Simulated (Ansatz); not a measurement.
# Sc3SiF: the cost of one run

Program: Ansatz 0.2.0. Level of theory: DFT PBE, scalar-relativistic, plane waves, PAW. These are calculated values, not measurements.

3 further runs of the same task are left out: 1 that didn't finish, 2 set aside as unsound or not needed.

### 1 The system as given

Symmetry: Pm-3m, No. 221, cubic system. Conventional cell: a = 5.062 Å, b = 5.062 Å, c = 5.062 Å, α = 90.00°, β = 90.00°, γ = 90.00°. Around Sc (site symmetry 4/mmm) lie 2 Si at 2.53 Å and 8 Sc at 3.58 Å and 4 F at 3.58 Å. Around Si (site symmetry m-3m) lie 6 Sc at 2.53 Å. F (site symmetry m-3m) is surrounded by 12 Sc at 3.58 Å.

As a file:

```xyz
5
Lattice="5.0622 0.0000 0.0000 0.0000 5.0622 0.0000 0.0000 0.0000 5.0622" Properties=species:S:1:pos:R:3 pbc="T T T"
Sc    0.0000    2.5311    2.5311
Sc    2.5311    0.0000    2.5311
Sc    2.5311    2.5311    0.0000
Si    2.5311    2.5311    2.5311
F     0.0000    0.0000    0.0000
```

The cell was relaxed beforehand at this level, from a generated guess; it needn't be the stable form of this composition. At a tolerance of 0.05 Å it has space group Pm-3m (No. 221); it has 25.94 Å³/atom, an uncorrected energy of -0.19 eV/atom over the elements.

### 2 Bands, states and charges

input.yaml

```yaml
crystal:
  lattice:
    - [5.0621686552, 0.0, 0.0]
    - [0.0, 5.0621686552, 0.0]
    - [0.0, 0.0, 5.0621686552]
  atoms:
    - { symbol: Sc, position: [0.0, 0.5, 0.5] }
    - { symbol: Sc, position: [0.5, 0.0, 0.5] }
    - { symbol: Sc, position: [0.5, 0.5, 0.0] }
    - { symbol: Si, position: [0.5, 0.5, 0.5] }
    - { symbol: F, position: [0.0, 0.0, 0.0] }
basis:
  ecutwfc: 420
kpoints:
  mp_grid: { grid: [8, 8, 8] }
  band_path:
    path:
      - [[0.0, 0.0, 0.0], [0.0, 0.5, 0.0], [0.5, 0.5, 0.0], [0.0, 0.0, 0.0], [0.5, 0.5, 0.5], [0.0, 0.5, 0.0]]
      - [[0.5, 0.5, 0.5], [0.5, 0.5, 0.0]]
    npoints: 14
hamiltonian:
  xc: pbe
scf:
  occupations: { method: gaussian, width: 0.1 }
  n_extra_bands: 12
output:
  forces: true
  stress: true
  eigenvalues: true
  populations: true
  dos: { projected: true, de: 0.02, nscf_kmesh: { grid: [10, 10, 10] } }
  bader: true
  write_density: true
  write_potential: true
  elf: true
  volumetric_format: npy
```

Run with:

```console
ansatz run input.yaml --threads 1 --pin off --max-ram 2560MiB --backend cpu --events-out ev --progress --plain --runs-dir out
```

Q: Estimate wall time and peak memory on 1 thread of Intel Xeon at 2.70GHz, shared host.

About 79 s, with a peak of 0.52 GiB.
